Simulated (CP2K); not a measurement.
**GdO: equation of state with PBEsol**

GdO:

```
Gd O
1.0
     2.80181    0.00000    0.00000
     0.00000    2.80181    0.00000
     0.00000    0.00000    2.80181
Gd O
1 1
Direct
  0.00000 0.00000 0.00000
  0.50000 0.50000 0.50000
```

The cell comes from a database or a generator and needn't be the stable form of this composition.

- Program: CP2K 2026.2
- Task: equation of state
- Functional: PBEsol
- Potentials or basis: GTH_POTENTIALS Gd GTH-PBE-q18; POTENTIAL_UZH O GTH-PBE-q6; DZVP-MOLOPT-SR-GTH, DZVP-MOLOPT-PBE-GTH basis
- Density cutoff: 8163 eV
- k mesh: 9 × 9 × 9
- Occupations: fermi-dirac, width 0.01 eV
- Spin: collinear spin, ferromagnetic start
- Starting moments: [7.0, 0.0] μB
- SCF solver: diagonalisation with k points
- Quickstep method: GPW
- EPS_DEFAULT: 1.0E-9
- EPS_SCF: 1.0E-6
- MAX_SCF: 150
- SCF_GUESS: ATOMIC
- k points reduced by the point group: yes
- Mesh centred on Gamma: yes
- CHOLESKY: OFF
- EPS_EIGVAL: 1.0E-7
- MIXING METHOD: PULAY_MIXING
- MIXING ALPHA: 0.4
- NBUFFER: 6
- NGRIDS: 5
- Basis sets: Gd DZVP-MOLOPT-SR-GTH-q18, O DZVP-MOLOPT-PBE-GTH-q6
- Potentials: Gd GTH-PBE-q18 of GTH_POTENTIALS, O GTH-PBE-q6 of POTENTIAL_UZH
- MULTIPLICITY of the start: 9
- ADDED_MOS: [15, 23]
- REL_CUTOFF (Ry): 60 Ry
- MIXING BETA (1/bohr): 1.5 1/bohr
- CUTOFF of the grids: 600 Ry

The equilibrium volume is outside the volumes run.

Energy against volume, from the lowest point:
```
volume (Å³/atom)  energy (meV/atom)
          10.338             402.92
          10.557             310.10
          10.777             228.41
          10.997             157.49
          11.217              96.35
          11.437              44.12
          11.657               0.00
```

All runs of the series together: 55 min on 4 threads of AMD EPYC 7R43 64-Core Processor (Zen 3), with other jobs on the host.

Caveat: the potentials were made for another functional, which shifts forces and pressure; the basis of atomic orbitals isn't converged, which shifts pressures, moduli and gaps; without U or exact exchange the open f shell lies at the Fermi level, which spoils levels, moments and volumes. The state reached can hang on the start; a lower one may exist.
